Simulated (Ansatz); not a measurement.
# NZr: the cost of one run

Method: def2-QZVPP, core rule «outside noble gas», up to 5 orbitals frozen; program: Ansatz 0.2.0, Gaussian basis.

Plan: UHF; ROHF; CCSD(T) on UHF.

### Step 1. The system

The geometry is a PBE0/def2-TZVP stationary point (not a proven minimum) of the parent state, kept for this charge and spin. No spin-orbit coupling is included. Elements past krypton take def2 core potentials.

2 atoms, charge 1, spin multiplicity 5.

Atoms are counted from 1 here; the program's logs count them from 0.

Bond lengths: Zr1–N2 1.771 Å.

As a file:

```
Zr    0.0000    0.0000    0.0000
N     0.0000    0.0000    1.7713
```

### Step 2. UHF

in.yaml reads:

```yaml
crystal:
  periodic: [false, false, false]
  atoms:
    - {symbol: Zr, position_ang: [0.000000, 0.000000, 0.000000]}
    - {symbol: N, position_ang: [0.000000, 0.000000, 1.771293]}
basis:
  gaussian: {orbitals: "def2-QZVPP.json"}
total_charge: 1
magnetization: {spin_polarized: true, initial_magnetization: 4}
hamiltonian: {xc: hf}
output: {orbitals: {seedname: orbitals}}
```

On the command line:

```console
$ ansatz run in.yaml --threads 1 --pin off --events-out ev --progress --plain --max-ram 4096MiB --backend cpu
```

What time and memory should one allow on 1 thread of AMD EPYC 7R13, shared host?

About 16 s, with a peak of 0.28 GiB.
